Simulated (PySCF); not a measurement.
# C5F8: the cost of one run

Computed with PySCF 2.14.0. Level: levels as typed in each script, gas phase, geometry from GFN2-xTB.

### 1 The system as given

SMILES `FC1=C(F)C(F)(F)C(F)(F)C1(F)F`, 13 atoms, charge 0, spin multiplicity 1.

Bond lengths: F1–C2 1.317 Å, C2–C3 1.334 Å, C2–C11 1.516 Å, C3–F4 1.317 Å, C3–C5 1.516 Å, C5–F6 1.340 Å, C5–F7 1.350 Å, C5–C8 1.565 Å, C8–F9 1.334 Å, C8–F10 1.345 Å, C8–C11 1.564 Å, C11–F12 1.340 Å, C11–F13 1.350 Å. Angles: F1–C2–C3 127.6°, F1–C2–C11 120.3°, C3–C2–C11 112.0°, C2–C3–F4 127.6°, C2–C3–C5 112.0°, F4–C3–C5 120.3°, C3–C5–F6 113.5°, C3–C5–F7 111.7°, C3–C5–C8 102.6°, F6–C5–F7 106.8°, F6–C5–C8 112.1°, F7–C5–C8 110.2°, C5–C8–F9 113.1°, C5–C8–F10 109.2°, C5–C8–C11 104.4°, F9–C8–F10 107.7°, F9–C8–C11 113.2°, F10–C8–C11 109.1° and more.

Geometry (Å):

```xyz
13
charge 0, multiplicity 1
F     1.46838    2.26910    0.12745
C     0.66540    1.22929    0.03683
C    -0.66833    1.22786    0.03702
F    -1.47352    2.26593    0.12787
C    -1.23585   -0.17038   -0.11183
F    -2.26443   -0.41919    0.70984
F    -1.67549   -0.39913   -1.36722
C     0.00131   -1.07531    0.20199
F     0.00222   -2.21862   -0.48523
F     0.00304   -1.38406    1.51126
C     1.23588   -0.16773   -0.11219
F     2.26523   -0.41432    0.70918
F     1.67565   -0.39552   -1.36771
```

### 2 Density, bond paths and surface potential (wB97X/def2-svp)

Contents of input.py:

```python
import numpy as np
from pyscf import gto, scf, dft
from pyscf.scf import atom_ks, atom_hf
from scipy.linalg import block_diag

def solve(mol, dm0=None, hcore=None):
    mf = (dft.UKS if mol.spin else dft.RKS)(mol, xc='wb97x')
    mf.grids.level = 3
    mf = mf.density_fit(auxbasis='def2-universal-jkfit')
    mf.conv_tol, mf.max_cycle = 1e-8, 80
    if hcore is not None:
        mf.get_hcore = lambda *args: hcore
    mf.kernel(dm0)
    if not mf.converged:
        mf = mf.newton().run(mf.mo_coeff, mf.mo_occ, max_cycle=30)
    assert mf.converged, 'SCF not converged'
    return mf

mol = gto.M(atom='''
F      1.46838     2.26910     0.12745
C      0.66540     1.22929     0.03683
C     -0.66833     1.22786     0.03702
F     -1.47352     2.26593     0.12787
C     -1.23585    -0.17038    -0.11183
F     -2.26443    -0.41919     0.70984
F     -1.67549    -0.39913    -1.36722
C      0.00131    -1.07531     0.20199
F      0.00222    -2.21862    -0.48523
F      0.00304    -1.38406     1.51126
C      1.23588    -0.16773    -0.11219
F      2.26523    -0.41432     0.70918
F      1.67565    -0.39552    -1.36771
''', basis='def2-svp', charge=0, spin=0, verbose=4)
mf = solve(mol)
mf.analyze()
# spherically averaged free atoms, for the promolecule
atm = atom_ks.get_atm_nrks(mol, xc='wb97x')
pro = block_diag(*[(atm[a[0]][2] * atm[a[0]][3]) @ atm[a[0]][2].T for a in mol._atom])
np.savez('result.npz', e=mf.e_tot, c=mf.mo_coeff, occ=mf.mo_occ, eps=mf.mo_energy, pro=pro, dip=mf.dip_moment(verbose=0), s2=mf.spin_square()[0])
```

On the command line:

```
$ OMP_NUM_THREADS=1 python input.py
```

**Question.** How long does this run take on 1 thread of Arm Neoverse N1, shared host, and how much memory does it need?

About 84 s, with a peak of 0.83 GiB.
